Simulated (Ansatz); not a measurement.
Consider an atomisation energy of AlF₂H₃Si, SMILES F[SiH](F)[AlH2] (Ansatz 0.2.0, Python API).

`run_tae.py`:
```python
# -*- coding: utf-8 -*-
"""Energy to split AlF2H3Si into its atoms."""

from collections import Counter

import ansatz as az


def energy_of(molecule, charge=0, unpaired=0):
    calc = (
        molecule.calculation()
        .basis(gaussian="6-31G*")
        .correlation("mp2")
    )
    if charge:
        calc = calc.charge(charge)
    if unpaired:
        calc = calc.spin("collinear", total=unpaired)
    return calc.run(threads=1).report["free_energy_ev"]

GEOMETRY = """
F    -0.01390   -1.45820    1.73070
Si    0.64730   -0.66680    0.38650
F     0.98040   -1.82110   -0.79670
Al   -0.76980    0.93480   -0.51900
H     1.88950    0.00420    0.79090
H    -1.35570    2.15590    0.38340
H    -1.31640    0.78310   -2.02160
"""

alf2h3si = az.Crystal.molecule()
for line in GEOMETRY.strip().splitlines():
    symbol, *xyz = line.split()
    alf2h3si = alf2h3si.atom(symbol, [float(v) for v in xyz])

# unpaired electrons of the ground-state atoms
unpaired = {"F": 1, "Si": 2, "Al": 1, "H": 1}
counts = Counter(site.symbol for site in alf2h3si.cartesian_sites)
atom_energy = {s: energy_of(az.Crystal.molecule().atom(s, (0, 0, 0)), 0, unpaired[s]) for s in counts}
whole = energy_of(alf2h3si, 0, 0)
for s, e in atom_energy.items():
    print(f"{s:2s} x{counts[s]}  {e:14.5f} eV")
print(f"AlF2H3Si: {whole:.5f} eV")
split = sum(counts[s] * e for s, e in atom_energy.items()) - whole
print(f"atomisation energy (no zero-point term): {96.485332 * split:.1f} kJ/mol, {split / sum(counts.values()):.3f} eV an atom")
```

What does it cost to take this molecule apart into atoms?

2046.4 kJ/mol from the electronic energies, without the zero-point term.

The output:

```console
$ python run_tae.py
F  x2     -2707.18652 eV
Si x1     -7860.60838 eV
Al x1     -6582.06022 eV
H  x3       -13.55761 eV
AlF2H3Si: -19918.92385 eV
atomisation energy (no zero-point term): 2046.4 kJ/mol, 3.030 eV an atom
```

Reading the output:
- Total energies depend on the basis set; only differences at equal settings carry meaning.
- The geometry is a force-field or estimated start, not a minimum of this method, and the basis set is short of its limit. All parts are taken at fixed geometry, without zero-point energy.
- In double-zeta sets correlated atomisation energies come out some 10 to 15 % low.
- It ran for 1.4 s on 1 thread of Arm Neoverse V1 (shared host), peak memory 0.18 GiB.
